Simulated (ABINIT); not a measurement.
Write the native input for ABINIT 10.8.3 (patched build) that does the following.

| Property | Result |
| --- | --- |
| Task | real-space fields |
| Functional | PBE |
| Potentials or basis | JTH PAW PBE v2.0 |
| Cutoff | 544 eV |
| k mesh | 6 × 6 × 6 |
| Occupations | fermi-dirac, width 0.05 eV |
| Spin | no spin polarisation |
| Fine-grid cutoff | 1088.46 eV |
| Exchange and correlation inside the PAW spheres | full angular mesh (pawxcdev 0, this build's default; the released program takes 1) |

Crystal: BeRhS3.

```
Be Rh S
1.0
     4.62233    0.00000    0.00000
     0.00000    4.62233    0.00000
     0.00000    0.00000    4.62233
Be Rh S
1 1 3
Direct
  0.00000 0.00000 0.00000
  0.50000 0.50000 0.50000
  0.00000 0.50000 0.50000
  0.50000 0.50000 0.00000
  0.50000 0.00000 0.50000
```

The cell was built by a generator and needn't be a form met in nature.

The cell isn't the ideal one: cell taken from the last step of an earlier PBE relaxation by this program, which needn't have reached its minimum.

One way to write it, as run:

run.abi

```
# Pseudopotentials
pp_dirpath "./"
pseudos "Be.GGA_PBE-JTH.xml, Rh.GGA_PBE-JTH.xml, S.GGA_PBE-JTH.xml"

# Structure
acell 8.7349335247 8.7349335247 8.7349335247
rprim
     1.0000000000     0.0000000000     0.0000000000
     0.0000000000     1.0000000000     0.0000000000
     0.0000000000     0.0000000000     1.0000000000
ntypat 3
znucl 4 45 16
natom 5
typat 1 2 3 3 3
xred
     0.0000000000     0.0000000000     0.0000000000
     0.5000000000     0.5000000000     0.5000000000
     0.0000000000     0.5000000000     0.5000000000
     0.5000000000     0.5000000000     0.0000000000
     0.5000000000     0.0000000000     0.5000000000
chkprim 0
chksymtnons 0
tolsym 1.0e-6

# Plane-wave basis
ecut 20.0
pawecutdg 40.0

# k points
kptopt 1
ngkpt 6 6 6
nshiftk 1
shiftk 0.0 0.0 0.0

# Exchange and correlation
ixc 11

# Bands and occupations
nband 24
occopt 3
tsmear 0.05 eV

# SCF cycle
nstep 100
tolvrs 1.0e-9

# Output
iomode 3
prtwf 0
prteig 0
prtebands 0
enunit 2
prtvol 2
prtden 1
prtvha 1
prtvclmb 1
prtpot 1
```

Potentials or basis: JTH PAW PBE v2.0.

Launch:

```sh
$ abinit run.abi > log 2>&1
```

Results of the run:

```yaml
Pressure: -0.1 GPa
Band_gap_on_the_k_mesh: none (metal or under the smearing width)
Valence_electrons_inside_the_program's_atomic_spheres: Be 2.27; Rh 14.94; S 3.52
```

It took 63 s on 1 thread of Arm Neoverse V1, with other jobs on the host, peak memory 0.16 GiB.
